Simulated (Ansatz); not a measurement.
# CsPbCl3: the cost of one run

Computed with Ansatz 0.2.0 through its Python package. Level of theory: DFT r2SCAN, plane waves, PAW.

### Step 1. The structure

It takes space group Pm-3m (No. 221, cubic). Conventional cell: a = 5.605 Å, b = 5.605 Å, c = 5.605 Å, α = 90.00°, β = 90.00°, γ = 90.00°. Cs (site symmetry m-3m) has 12 Cl at 3.96 Å in its first shell of neighbours. Around Pb (site symmetry m-3m) lie 6 Cl at 2.80 Å. Cl (site symmetry 4/mmm) has 2 Pb at 2.80 Å and 4 Cs at 3.96 Å in its first shell of neighbours.

No structure file is read: the coordinates are typed or built in the script.

### Step 2. The script

File cspbcl3.py:

```python
# -*- coding: utf-8 -*-
'''Energy against volume for CsPbCl3, with a fit.'''

import ansatz as az
import numpy as np

XC = 'r2scan'
OCCUPATIONS = 'Fixed'
SCF_TOL = 1e-06
KMESH = (4, 4, 4)

vectors0 = np.array([
    [5.605, 0.0, 0.0],
    [0.0, 5.605, 0.0],
    [0.0, 0.0, 5.605],
])
sites = [
    ('Cs', (0.0, 0.0, 0.0)),
    ('Pb', (0.5, 0.5, 0.5)),
    ('Cl', (0.5, 0.5, 0.0)),
    ('Cl', (0.0, 0.5, 0.5)),
    ('Cl', (0.5, 0.0, 0.5)),
]


def crystal_on(cell):
    crystal = az.Crystal(lattice=az.Lattice.of(cell))
    for symbol, position in sites:
        crystal = crystal.atom(symbol, position)
    return crystal


def main():
    # uniform scaling of the cell
    volumes, energies = [], []
    for scale in np.linspace(0.9, 1.1, 9):
        cell = vectors0 * scale ** (1 / 3)
        setup = (
            crystal_on(cell).calculation()
            .functional(XC)
            .basis(34 * az.Ry, density_ratio=4)
            .occupations(OCCUPATIONS)
            .scf(tolerance=SCF_TOL)
            .kpoints(*KMESH)
        )
        r = setup.run(threads=1, backend='cpu').report
        volumes.append(abs(np.linalg.det(cell)) / len(sites))
        energies.append(r['free_energy_ev'] / len(sites))
        print(f'V = {volumes[-1]:8.4f} A^3/atom  F = {energies[-1]:.5f} eV/atom')

    # third-order Birch-Murnaghan: a cubic in V^(-2/3)
    x = np.array(volumes) ** (-2 / 3)
    poly = np.polynomial.Polynomial.fit(x, energies, 3).convert()
    roots = poly.deriv().roots()
    x0 = min((r.real for r in roots if abs(r.imag) < 1e-9 and poly.deriv(2)(r.real) > 0), key=lambda r: abs(r - x.mean()))
    v0 = x0 ** -1.5
    b0 = 4 / 9 * poly.deriv(2)(x0) * v0 ** (-7 / 3) * 160.21766
    b1 = 4 + 2 / 3 * x0 * poly.deriv(3)(x0) / poly.deriv(2)(x0)
    print(f'V0 = {v0:.4f} A^3/atom, B0 = {b0:.1f} GPa, dB/dP = {b1:.2f}')


if __name__ == '__main__':
    main()
```

### Step 3. The calls as engine input

The engine receives this input (first run):

```yaml
crystal:
  lattice:
    - [5.411568000714555, 0.0, 0.0]
    - [0.0, 5.411568000714555, 0.0]
    - [0.0, 0.0, 5.411568000714555]
  atoms:
    - { symbol: Cs, position: [0.0, 0.0, 0.0] }
    - { symbol: Pb, position: [0.5, 0.5, 0.5] }
    - { symbol: Cl, position: [0.5, 0.5, 0.0] }
    - { symbol: Cl, position: [0.0, 0.5, 0.5] }
    - { symbol: Cl, position: [0.5, 0.0, 0.5] }
basis:
  ecutwfc: 462.593566181796
  ecutrho_ratio: 4
kpoints:
  mp_grid:
    grid: [4, 4, 4]
hamiltonian:
  xc: r2scan
scf:
  convergence:
    dr2_threshold: 1.0e-06
  occupations:
    method: fixed
```

### Step 4. The run

Started as:

```bash
$ python cspbcl3.py
```

What time and memory should one allow on 1 thread of Arm Neoverse V2, shared host?

About 40 s, with a peak of 0.78 GiB.
